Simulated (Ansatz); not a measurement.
# C2H4FIn: a ladder of functionals and wavefunction methods

The task here is to estimate one member of a computed series from the others.

The runs use Ansatz 0.2.0, Gaussian basis; functionals in def2-TZVPP, the program's frozen cores in correlated methods.

Plan: LDA (SPW92), PBE-D4, revPBE-D4, BLYP-D4, r2SCAN-D4, B97M-V, PBE0-D4, B3LYP-D4, r2SCANh-D4, r2SCAN0-D4, HSE06-D4, BHLYP-D4, CAM-B3LYP-D4, LC-ωPBE, ωB97X-V, ωB97M-V, B2PLYP, PBE-QIDH; CCSD(T)/def2-SVP; CCSD(T)/def2-TZVPP; CCSD(T)/def2-QZVPP; extrapolation to the limit; RPA on PBE.

## The relaxed structure

An earlier PBE0-D4 in a triple-zeta def2 set relaxation fixed the geometry. In takes the def2 core potential; no spin-orbit term is included.

SMILES `C=[CH][InH][F]`, 8 atoms, charge 0, spin multiplicity 1.

Atoms are counted from 1 here; the program's logs count them from 0.

Bond lengths: C1–C2 1.331 Å, C1–H5 1.086 Å, C1–H6 1.089 Å, C2–In3 2.109 Å, C2–H7 1.087 Å, In3–F4 1.972 Å, In3–H8 1.699 Å. Angles: C2–C1–H5 121.9°, C2–C1–H6 121.8°, H5–C1–H6 116.4°, C1–C2–In3 118.5°, C1–C2–H7 119.4°, In3–C2–H7 122.1°, C2–In3–F4 104.9°, C2–In3–H8 144.1°, F4–In3–H8 111.0°.

Set-up of the first run:

in.yaml

```yaml
crystal:
  periodic: [false, false, false]
  atoms:
    - {symbol: C, position_ang: [-0.912175, 1.085741, -0.028606]}
    - {symbol: C, position_ang: [0.359803, 0.746589, -0.222635]}
    - {symbol: In, position_ang: [0.919058, -1.266879, 0.063224]}
    - {symbol: F, position_ang: [-0.745702, -2.184547, 0.589011]}
    - {symbol: H, position_ang: [-1.660629, 0.357230, 0.270403]}
    - {symbol: H, position_ang: [-1.259373, 2.108970, -0.160984]}
    - {symbol: H, position_ang: [1.075455, 1.507695, -0.521423]}
    - {symbol: H, position_ang: [2.223553, -2.354810, 0.011010]}
basis:
  gaussian: {orbitals: def2-TZVPP}
hamiltonian: {xc: lda}
output: {orbitals: {seedname: orbitals}}
```

The run is started by

```bash
> ansatz run in.yaml --threads 2 --pin off --events-out ev --progress --plain --max-ram 32768MiB --backend cpu
```

Steps of the session up to this table: LDA; PBE-D4 (GGA); revPBE-D4 (GGA); BLYP-D4 (GGA); r2SCAN-D4 (meta-GGA); B97M-V (meta-GGA); B3LYP-D4 (hybrid); r2SCANh-D4 (hybrid); r2SCAN0-D4 (hybrid); HSE06-D4 (hybrid); BHLYP-D4 (hybrid); CAM-B3LYP-D4 (range-separated); LC-ωPBE (range-separated); ωB97X-V (range-separated); ωB97M-V (range-separated); B2PLYP (double hybrid); PBE-QIDH (double hybrid).

One of the session's tables, all rows but one given; the rest of the session is left out.

It belongs to the step «Frontier levels by functional». 

```
  functional  HOMO (eV)  LUMO (eV)  gap (eV)
 LDA (SPW92)      -7.05      -2.79      4.26
      PBE-D4      -6.90      -2.52      4.38
   revPBE-D4      -6.84      -2.40      4.43
     BLYP-D4      -6.81      -2.46      4.35
   r2SCAN-D4      -7.18      -2.30      4.88
      B97M-V      -7.25      -2.45      4.80
     PBE0-D4      -8.19      -1.74      6.45
    B3LYP-D4      -8.01      -2.02      5.99
  r2SCANh-D4      -7.66      -2.02      5.64
  r2SCAN0-D4      -8.37      -1.61      6.76
    HSE06-D4      -7.80      -2.10      5.69
    BHLYP-D4          ?          ?         ?
CAM-B3LYP-D4      -9.54      -0.90      8.65
     LC-ωPBE     -10.83       0.23     11.07
     ωB97X-V     -10.50       0.11     10.61
     ωB97M-V     -10.36      -0.15     10.22
```

**Question.** Estimate the row for BHLYP-D4.

Worked estimate for «HOMO (eV)». Against the share of exact exchange, BLYP-D4 (0, -6.81), B3LYP-D4 (0.2, -8.01) give a slope of -6.00 per unit share; at 0.5 the line stands at -9.81.

As computed: HOMO (eV): -9.24; LUMO (eV): -1.05; gap (eV): 8.20. In «HOMO (eV)» the line misses by -0.57.
